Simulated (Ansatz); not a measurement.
# F2H5NO2Si2: up Jacob's ladder to CCSD(T)

How much do the methods differ for F2H5NO2Si2? The plan is to run it at one geometry with functionals of several rungs and with coupled cluster. The yardstick is the atomisation energy at the CCSD(T) limit.

Computed with Ansatz 0.2.0, Gaussian basis. Level: functionals in def2-TZVPP, the program's frozen cores in correlated methods.

The runs, in order: PBE-D4, r2SCAN-D4, PBE0-D4, B3LYP-D4, ωB97X-V, ωB97M-V, B2PLYP; CCSD(T)/def2-TZVPP; MP2/def2-QZVPP; extrapolation to the limit.

## 1. The relaxed structure

All runs share one geometry, relaxed beforehand with PBE0-D4 in a triple-zeta def2 set.

SMILES `O[Si@@H](F)N[Si@@H](O)F`, 12 atoms, charge 0, spin multiplicity 1.

Atoms are counted from 1 here; the program's logs count them from 0.

Bond lengths: O1–Si2 1.623 Å, O1–H8 0.961 Å, Si2–F3 1.594 Å, Si2–N4 1.715 Å, Si2–H9 1.471 Å, N4–Si5 1.701 Å, N4–H10 1.012 Å, Si5–O6 1.628 Å, Si5–F7 1.603 Å, Si5–H11 1.476 Å, O6–H12 0.958 Å. Angles: Si2–O1–H8 118.5°, O1–Si2–F3 112.6°, O1–Si2–N4 109.2°, O1–Si2–H9 107.2°, F3–Si2–N4 107.2°, F3–Si2–H9 105.9°, N4–Si2–H9 114.7°, Si2–N4–Si5 128.9°, Si2–N4–H10 116.6°, Si5–N4–H10 114.3°, N4–Si5–O6 106.0°, N4–Si5–F7 108.0°, N4–Si5–H11 115.8°, O6–Si5–F7 111.4°, O6–Si5–H11 111.5°, F7–Si5–H11 104.2°, Si5–O6–H12 118.7°.

## 2. PBE-D4 (GGA)

The input, in.yaml:

```yaml
crystal:
  periodic: [false, false, false]
  atoms:
    - {symbol: O, position_ang: [-0.692818, -2.152524, -0.248403]}
    - {symbol: Si, position_ang: [0.504156, -1.370847, -1.016595]}
    - {symbol: F, position_ang: [0.258777, -1.265269, -2.588051]}
    - {symbol: N, position_ang: [0.612359, 0.229741, -0.410695]}
    - {symbol: Si, position_ang: [-0.201839, 0.928193, 0.908984]}
    - {symbol: O, position_ang: [-0.127322, 2.537816, 0.679476]}
    - {symbol: F, position_ang: [-1.716665, 0.403196, 0.892204]}
    - {symbol: H, position_ang: [-1.514314, -1.683128, -0.081777]}
    - {symbol: H, position_ang: [1.724728, -2.174517, -0.852086]}
    - {symbol: H, position_ang: [1.171607, 0.880664, -0.946540]}
    - {symbol: H, position_ang: [0.297110, 0.549114, 2.245341]}
    - {symbol: H, position_ang: [-0.315778, 3.117571, 1.418142]}
basis:
  gaussian: {orbitals: def2-TZVPP}
hamiltonian: {xc: pbe, dispersion: d4}
output: {forces: true, orbitals: {seedname: orbitals}}
```

Run with:

```bash
$ ansatz run in.yaml --threads 2 --pin off --events-out ev --progress --plain --max-ram 32768MiB --backend cuda --devices 0, --max-vram 18GiB
```

The runs that follow: r2SCAN-D4 (meta-GGA); PBE0-D4 (hybrid); B3LYP-D4 (hybrid); ωB97X-V (range-separated); ωB97M-V (range-separated); B2PLYP (double hybrid); CCSD(T) in def2-TZVPP; MP2 in def2-QZVPP.

Before running them: what should the planned runs give, taken together? Wanted: atomisation energy, CCSD(T)/CBS; farthest; mean size of error, hybrid; mean size of error, range-separated; gap, smallest and largest; T1 diagnostic; triples share of the correlation energy.

**Answer**, as computed:

```
                               quantity                                 value
        atomisation energy, CCSD(T)/CBS                             50.601 eV
    functionals within 0.253 eV (0.5 %)              PBE-D4, ωB97X-V, ωB97M-V
                               farthest                   PBE0-D4 (-1.108 eV)
             mean size of error, hybrid                              0.872 eV
    mean size of error, range-separated                              0.176 eV
              gap, smallest and largest  6.66 eV (PBE-D4), 13.40 eV (ωB97X-V)
                          T1 diagnostic                                0.0117
triples share of the correlation energy                                 3.2 %
```

What this shows: PBE-D4 misses by +0.033 eV. Double hybrids carry the basis error of their MP2 part in triple zeta, and no dispersion term here, so their miss is partly the set-up's. Misses under about 0.253 eV are within the doubt on the reference itself, which lacks core-valence correlation, relativity and higher excitations. Hartree-Fock recovers 71 % of the binding; the rest is correlation. Orbital gaps span 6.7 to 13.4 eV; exact exchange widens them.
